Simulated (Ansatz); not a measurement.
# HfSc: the cost of one run

Computed with Ansatz 0.2.0 through its Python package. Level of theory: DFT PBEsol, plane waves, PAW.

### Step 1. The system

The structure is hexagonal, space group P-6m2 (No. 187). Conventional cell: a = 3.240 Å, b = 3.240 Å, c = 5.104 Å, α = 90.00°, β = 90.00°, γ = 120.00°. Hf (site symmetry -6m2) has 6 Sc at 3.16 Å and 6 Hf at 3.24 Å in its first shell of neighbours. Sc (site symmetry -6m2) has 6 Hf at 3.16 Å and 6 Sc at 3.24 Å in its first shell of neighbours.

Input file hfsc.extxyz:

```xyz
2
Lattice="3.2401204 0.0 0.0 -1.6200602 2.80602658 0.0 0.0 0.0 5.10412931" Properties=species:S:1:pos:R:3 pbc="T T T"
Hf    1.62006022    0.93534218    2.55206466
Sc   -0.00000002    1.87068439    0.00000000
```

### Step 2. Script

Contents of pipeline_hfsc.py:

```python
# -*- coding: utf-8 -*-
import logging
import sys
import warnings

import ansatz as az
import numpy as np

logging.basicConfig(stream=sys.stdout, format="%(name)s: %(message)s")
log = logging.getLogger("hfsc")
log.setLevel(logging.INFO)


def count_gap(report):
    # lowest empty less highest filled band, counting bands; zero where they overlap
    return max(report.get("gap_by_band_count_ev") or 0.0, 0.0)


def with_settings(crystal, spacing):
    return (
        crystal.calculation()
        .occupations("Fermi-Dirac", width=0.15)
        .basis(470)
        .functional(az.Functional.PBESOL)
        .kpoints(spacing=spacing)
    )

warnings.simplefilter("ignore", az.DeckWarning)

system = az.Crystal.from_extxyz("hfsc.extxyz")

relaxed = with_settings(system, 0.34).relax(cell=True, force_tolerance=0.02, max_steps=40).checkpoint(write="relax.run", compress=False).run()
cell = np.asarray(relaxed.lattice.cell_ang)
print("relaxed edges (A):", np.linalg.norm(cell, axis=1).round(4), " volume:", round(abs(np.linalg.det(cell)), 3), "A^3")
for site in relaxed.lattice.sites:
    print(" ", site.symbol, np.round(site.position_frac, 4) + 0.0)

final = az.Crystal.from_checkpoint("relax.run")
out = with_settings(final, 0.26).functional("pbesol").stress().band_table().density_of_states(energy_step=0.05).run()
report = out.report
dos = out.density_of_states()
log.info(f"pressure at the relaxed cell {np.trace(report['stress_gpa']) / 3:.3f} GPa, gap by band count {count_gap(report):.3f} eV")
if count_gap(report) == 0:
    print("states/eV at the Fermi level:", round(float(np.interp(dos.fermi_ev, dos.energies_ev, dos.spin_summed_g_bin_mean_per_ev)), 3))
```

### Step 3. Launch

The run is started by

```
python pipeline_hfsc.py
```

What time and memory should one allow on 1 thread of Arm Neoverse V2, shared host?

About 17 s, with a peak of 0.46 GiB.
